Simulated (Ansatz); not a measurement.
# BrCl4H3W: the cost of one run

Program: Ansatz 0.2.0. Level of theory: RHF/def2-SVP. These are calculated values, not measurements.

### Step 1. The system as given

Bond lengths: W1–H2 2.070 Å, W1–H3 1.720 Å, W1–Cl4 2.390 Å, W1–Cl5 2.390 Å, W1–Cl6 2.390 Å, W1–Cl7 2.390 Å, W1–Br8 2.870 Å, Cl4–Br8 2.314 Å, Cl5–Br8 2.042 Å. Angles (14 of 26 angles, heavy atoms first): Cl4–W1–Cl5 90.0°, Cl4–W1–Cl6 180.0°, Cl4–W1–Cl7 90.0°, Cl4–W1–Br8 51.2°, Cl5–W1–Cl6 90.0°, Cl5–W1–Cl7 90.0°, Cl5–W1–Br8 44.5°, Cl6–W1–Cl7 90.0°, Cl6–W1–Br8 128.8°, Cl7–W1–Br8 108.4°, W1–Cl4–Br8 75.2°, W1–Cl5–Br8 80.3°, W1–Br8–Cl4 53.6°, W1–Br8–Cl5 55.2°.

Coordinates:

```xyz
9

W     0.0000    0.0000    0.0000
H     0.0000    0.0000    2.0700
H     1.7200    0.0000    0.0000
Cl    0.0000    2.3900    0.0000
Cl   -2.3900    0.0000    0.0000
Cl    0.0000   -2.3900    0.0000
Cl    0.0000    0.0000   -2.3900
Br   -2.0460    1.7977    0.9050
H    -0.7554    0.6637    2.1290
```

### Step 2. Pulling towards end A

Springs on the bonds that form and break draw the guess towards this end; the thresholds are loose.

Contents of input.yaml:

```yaml
crystal:
  periodic: [false, false, false]
  atoms:
    - { symbol: W, position_ang: [0.0, 0.0, 0.0] }
    - { symbol: H, position_ang: [0.0, 0.0, 2.07] }
    - { symbol: H, position_ang: [1.72, 0.0, 0.0] }
    - { symbol: Cl, position_ang: [0.0, 2.39, 0.0] }
    - { symbol: Cl, position_ang: [-2.39, 0.0, 0.0] }
    - { symbol: Cl, position_ang: [0.0, -2.39, 0.0] }
    - { symbol: Cl, position_ang: [0.0, 0.0, -2.39] }
    - { symbol: Br, position_ang: [-2.046, 1.7977, 0.905] }
    - { symbol: H, position_ang: [-0.7554, 0.6637, 2.129] }
basis:
  gaussian: { orbitals: def2-SVP }
hamiltonian:
  xc: hf
relax:
  f_tol: 0.15
  max_steps: 25
  restrain:
    - { distance: [0, 7], at: 3.77, k: 30.0 }
    - { distance: [8, 1], at: 1.86, k: 30.0 }
    - { distance: [0, 1], at: 1.72, k: 30.0 }
    - { distance: [8, 7], at: 1.55, k: 30.0 }
```

Run with:

```sh
$ ansatz run input.yaml --threads 4 --pin off --max-ram 5120MiB --backend cpu --events-out ev --progress --plain --runs-dir out
```

Q: Estimate wall time and peak memory on 4 threads of Arm Neoverse V1, shared host.

About 98 s, with a peak of 0.62 GiB.
